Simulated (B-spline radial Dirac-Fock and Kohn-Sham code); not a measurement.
# An X-ray data sheet for Lu, step by step

Aim: for atomic lutetium, compute its X-ray form factor and Compton profile, the binding energy of each subshell and how cheaper methods do for the levels.

The numbers are computed with B-spline radial Dirac-Fock and Kohn-Sham code (version 3): a free atom or ion on a radial basis; each step names its model.

### Step 1. The system

The Lu atom in the configuration 1s2 2s2 2p6 3s2 3p6 3d10 4s2 4p6 4d10 4f14 5s2 5p6 5d1 6s1 6p1 (not the ground configuration).

```
nuclear charge     : 71
electrons          : 71
mass number        : 175
nuclear rms radius : 5.37 fm
```

Outer shells as boxes (Hund's rule, for the drawing alone; heavy ions are jj-coupled, and the calculation averages over the configuration):

```
[Xe] core
4f [↑↓][↑↓][↑↓][↑↓][↑↓][↑↓][↑↓]
5d [↑ ][  ][  ][  ][  ]
6s [↑ ]
6p [↑ ][  ][  ]
```

### Step 2. X-ray scattering functions

Model: Dirac-Fock average of configuration, finite nucleus; form factor of the spherical density, Waller-Hartree incoherent function, impulse-approximation Compton profiles.

The run's settings:

```ini
task = scatter
Z = 71
charge = 0
configuration = 1s2 2s2 2p6 3s2 3p6 3d10 4s2 4p6 4d10 4f14 5s2 5p6 5d1 6s1 6p1
mass_number = 175
rms_radius = 5.37  # fm
s = [0.0, 0.04, 0.05, 0.07, 0.09, 0.11, 0.15, 0.19, 0.24, 0.3, 0.39, 0.5, 0.64, 0.82, 1.04, 1.33, 1.71, 2.18, 2.79, 3.57, 4.57, 5.84, 7.47]  # 1/A
pz = [0, 0.1, 0.2, 0.3, 0.4, 0.5, 0.6, 0.8, 1.0, 1.2, 1.4, 1.6, 1.8, 2.0, 2.5, 3.0, 4.0, 5.0, 7.0, 10.0, 15.0, 20.0, 30.0, 40.0, 60.0, 100.0]  # a.u.
photon_energy = [1000, 5000, 8047.8, 10000, 20000, 30000, 200000, 500000]  # eV
```

### Step 3. Core and valence levels

Model: Dirac-Fock average of configuration, Delta-SCF, finite nucleus, first-order Breit with its frequency dependence, self-energy and vacuum polarisation.

Settings, as recorded:

```ini
task = binding
```

### Step 4. The levels by non-relativistic HF

Model: non-relativistic Hartree-Fock, average of configuration, point nucleus.

Recorded inputs:

```ini
task = binding-ladder
method = hf
relativity = nr
```

(Steps that only read results are left out.)

Before running it: what results should come out? Wanted: rms radius of the electron cloud; form factor halves at; Compton profile at zero; deepest level, K; least bound, P2,3; Kα1; non-relativistic HF, 1s: eigenvalue / ΔSCF.

As calculated:

| quantity | value |
| --- | --- |
| rms radius of the electron cloud | 1.13 bohr |
| form factor halves at | 0.63 1/Å |
| Compton profile at zero | 10.96 1/a.u. |
| deepest level, K (1s) | 63318.4 eV |
| least bound, P2,3 (6p) | 3.47 eV |
| Kα1 | 54065.0 eV |
| non-relativistic HF, 1s: eigenvalue / ΔSCF | 58988.1 / 58908.6 eV |

**Reading.** f falls from 71 to half of that at s = 0.63 1/Å. Incoherent scattering outweighs coherent from 200 keV on, among the energies asked. For K (1s), relaxation takes off 88.2 eV, Breit terms shift it by -199.77 and QED by -104.34 eV. Non-relativistic HF misses the 1s level by -6.8 % with its eigenvalue and by -7.0 % with ΔSCF, as relativity is missing. The Hartree-Fock and Dirac-Fock values hold no electron correlation.
